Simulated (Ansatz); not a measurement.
# K3TaO3: the cost of one run

Program: Ansatz 0.2.0. Level of theory: DFT PBE, scalar-relativistic, plane waves, PAW, unless a step names another level. These are calculated values, not measurements.

2 further runs of the same task are left out: 1 that didn't finish, 1 set aside as unsound or not needed.

## Step 1: The starting structure

Symmetry: P2_1/m, No. 11, monoclinic system. The conventional cell has a = 7.204 Å, b = 5.823 Å, c = 8.265 Å, α = 90.00°, β = 90.22°, γ = 90.00°. K (site symmetry m) is surrounded by 4 O at 2.68 to 2.95 Å. Around K (site symmetry m) lie 4 O at 2.76 to 2.95 Å. Ta (site symmetry m) has 3 O at 1.86 to 1.87 Å as nearest neighbours. O (site symmetry m) has 1 Ta at 1.87 Å and 2 K at 2.69 to 2.76 Å as nearest neighbours. O (site symmetry m) has 1 Ta at 1.86 Å and 2 K at 2.68 Å as nearest neighbours.

Structure file:

```cif
data_structure
_symmetry_space_group_name_H-M 'P 1'
_symmetry_Int_Tables_number 1
_cell_length_a 7.2037
_cell_length_b 5.8227
_cell_length_c 8.2647
_cell_angle_alpha 90.000
_cell_angle_beta 90.219
_cell_angle_gamma 90.000
_cell_volume 346.66
loop_
_atom_site_label
_atom_site_type_symbol
_atom_site_fract_x
_atom_site_fract_y
_atom_site_fract_z
_atom_site_occupancy
K1 K 0.82400 0.75000 0.99617 1
K2 K 0.82375 0.75000 0.50574 1
K3 K 0.35236 0.75000 0.24958 1
K4 K 0.17600 0.25000 0.00383 1
K5 K 0.64764 0.25000 0.75042 1
K6 K 0.17625 0.25000 0.49426 1
Ta1 Ta 0.32193 0.75000 0.74965 1
Ta2 Ta 0.67807 0.25000 0.25035 1
O1 O 0.19345 0.75000 0.55315 1
O2 O 0.58082 0.75000 0.75051 1
O3 O 0.19284 0.75000 0.94505 1
O4 O 0.41918 0.25000 0.24949 1
O5 O 0.80655 0.25000 0.44685 1
O6 O 0.80716 0.25000 0.05495 1
```

It came out lowest among 21 distinct ends of the trial cells. At a tolerance of 0.02 Å it has space group P2_1/m (No. 11).

## Step 2: Kick test: the unmoved cell on a coarse mesh

File input.yaml:

```yaml
crystal:
  lattice:
    - [0.0, -5.8226674202, 0.0]
    - [-7.2035018744, 0.0, -0.0557936027]
    - [0.095593922, 0.0, -8.2641048563]
  atoms:
    - { symbol: K, position: [0.25, 0.175995406, 0.0038271948] }
    - { symbol: K, position: [0.25, 0.176249178, 0.4942642162] }
    - { symbol: K, position: [0.25, 0.6476405369, 0.7504156531] }
    - { symbol: K, position: [0.75, 0.824004594, 0.9961728052] }
    - { symbol: K, position: [0.75, 0.3523594631, 0.2495843469] }
    - { symbol: K, position: [0.75, 0.823750822, 0.5057357838] }
    - { symbol: Ta, position: [0.25, 0.6780710812, 0.2503534254] }
    - { symbol: Ta, position: [0.75, 0.3219289188, 0.7496465746] }
    - { symbol: O, position: [0.25, 0.8065453547, 0.4468485225] }
    - { symbol: O, position: [0.25, 0.419182769, 0.2494891908] }
    - { symbol: O, position: [0.25, 0.8071558182, 0.0549454767] }
    - { symbol: O, position: [0.75, 0.580817231, 0.7505108092] }
    - { symbol: O, position: [0.75, 0.1934546453, 0.5531514775] }
    - { symbol: O, position: [0.75, 0.1928441818, 0.9450545233] }
basis:
  ecutwfc: 420
kpoints:
  mp_grid: { grid: [2, 2, 2] }
hamiltonian:
  xc: pbe
scf:
  occupations: { method: gaussian, width: 0.1 }
  lower_state_search: "off"
output:
  forces: true
  stress: true
  eigenvalues: true
```

On the command line:

```bash
ansatz run input.yaml --threads 1 --pin off --max-ram 2560MiB --backend cpu --events-out ev --progress --plain --runs-dir out
```

What time and memory should one allow on 1 thread of AMD EPYC 7R43 (Zen 3), shared host?

About 12 s, with a peak of 0.64 GiB.
